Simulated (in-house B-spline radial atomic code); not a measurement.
# Pt³⁰⁺: excited configurations

Wanted: excitation energies of Pt³⁰⁺ as differences of total energies (ΔSCF).

Program: in-house B-spline radial atomic code version 1. Level of theory: Dirac-Hartree-Fock, average of configuration, Fermi nucleus, basis-set limit. These are calculated values, not measurements, unless marked.

### 1 The atom as given

* element: platinum (Z = 78)
* charge: +30
* electrons: 48
* configuration: [Kr] 4d10 4f2
* Hamiltonian: Dirac-Coulomb
* nucleus: Fermi, rms radius 5.427 fm

The outer shells:

[Kr] 4d10 4f2
```
[Kr] core
4d [↑↓][↑↓][↑↓][↑↓][↑↓]
4f [↑ ][↑ ][  ][  ][  ][  ][  ]
```

The boxes draw the filling by Hund's rule, which heavy ions in jj coupling don't follow; these runs average over all states of the configuration.

The run's settings:

```ini
Z = 78
electrons = 48.0
configuration = [Kr] 4d10 4f2
hamiltonian = dirac
method = hf
spin_polarised = False
nucleus = fermi
rms_radius = 5.427
mass_number = 195
atomic_mass = 194.964794325
speed_of_light = 137.035999084
```

This reference run was done before. Its total energy is -17992.526769 hartree, and its levels are (the highest eight at most):

| orbital | occupation | energy (eV) | <r> (bohr) |
| --- | --- | --- | --- |
| 3d5/2 | 6 | -3246.00 | 0.1711 |
| 4s1/2 | 2 | -1743.23 | 0.3945 |
| 4p1/2 | 2 | -1623.98 | 0.3938 |
| 4p3/2 | 4 | -1515.66 | 0.4188 |
| 4d3/2 | 4 | -1318.68 | 0.4146 |
| 4d5/2 | 6 | -1296.84 | 0.4223 |
| 4f5/2 | 0.857143 | -1072.86 | 0.3993 |
| 4f7/2 | 1.14286 | -1067.50 | 0.4025 |

### 2 Run with [Kr] 4d9 4f2 7s1

The run's settings:

```ini
Z = 78
electrons = 48.0
configuration = [Kr] 4d9 4f2 7s1
hamiltonian = dirac
method = hf
spin_polarised = False
nucleus = fermi
rms_radius = 5.427
mass_number = 195
atomic_mass = 194.964794325
speed_of_light = 137.035999084
```

### 3 Run with [Kr] 4d9 4f3

Settings: those of step 2 with these lines changed.

```diff
@@ -2,3 +2,3 @@
 electrons = 48.0
-configuration = [Kr] 4d9 4f2 7s1
+configuration = [Kr] 4d9 4f3
 hamiltonian = dirac
```

### 4 Run with [Kr] 4d10 4f1 6d1

Settings: those of step 3 with these lines changed.

```diff
@@ -2,3 +2,3 @@
 electrons = 48.0
-configuration = [Kr] 4d9 4f3
+configuration = [Kr] 4d10 4f1 6d1
 hamiltonian = dirac
```

### 5 Configuration [Kr] 4d9 4f2 5p1

Settings: those of step 4 with these lines changed.

```diff
@@ -2,3 +2,3 @@
 electrons = 48.0
-configuration = [Kr] 4d10 4f1 6d1
+configuration = [Kr] 4d9 4f2 5p1
 hamiltonian = dirac
```

### 6 Configuration [Kr] 4d9 4f2 8d1

Settings: those of step 5 with these lines changed.

```diff
@@ -2,3 +2,3 @@
 electrons = 48.0
-configuration = [Kr] 4d9 4f2 5p1
+configuration = [Kr] 4d9 4f2 8d1
 hamiltonian = dirac
```

**Question.** How far above the reference does each configuration lie (order and size, in eV)?

**Answer**, as computed:

| net move | configuration | energy above the reference (eV) | with Breit, QED, recoil (eV) | largest <r> (bohr) |
| --- | --- | --- | --- | --- |
| 4d → 4f | [Kr] 4d9 4f3 | 238.70 | 237.93 | 0.422 |
| 4d → 5p | [Kr] 4d9 4f2 5p1 | 488.54 | 488.55 | 0.774 |
| 4f → 6d | [Kr] 4d10 4f1 6d1 | 600.59 | 600.80 | 1.28 |
| 4d → 7s | [Kr] 4d9 4f2 7s1 | 923.34 | 922.92 | 1.67 |
| 4d → 8d | [Kr] 4d9 4f2 8d1 | 1058.88 | 1058.21 | 2.50 |

Quantum defects of the promoted electron, δ = n − ζ/√(−2ε) with ζ = 31 and ε its orbital energy in hartree:

| promotion | δ |
| --- | --- |
| 4d → 5p | 0.995 |
| 4f → 6d | 0.709 |
| 4d → 7s | 1.136 |
| 4d → 8d | 0.691 |

What this shows: The energies run from 238.70 eV (4d → 4f) to 1058.88 eV (4d → 8d). Of those tabulated, the defect is largest for 7s (1.14) and least for 8d (0.69); at this charge much of the defect is relativistic. Two partly filled shells share a symmetry and can mix in the average, which may lower the energy, for: 4d → 8d. These are averages over configurations, without correlation, not spectroscopic levels.
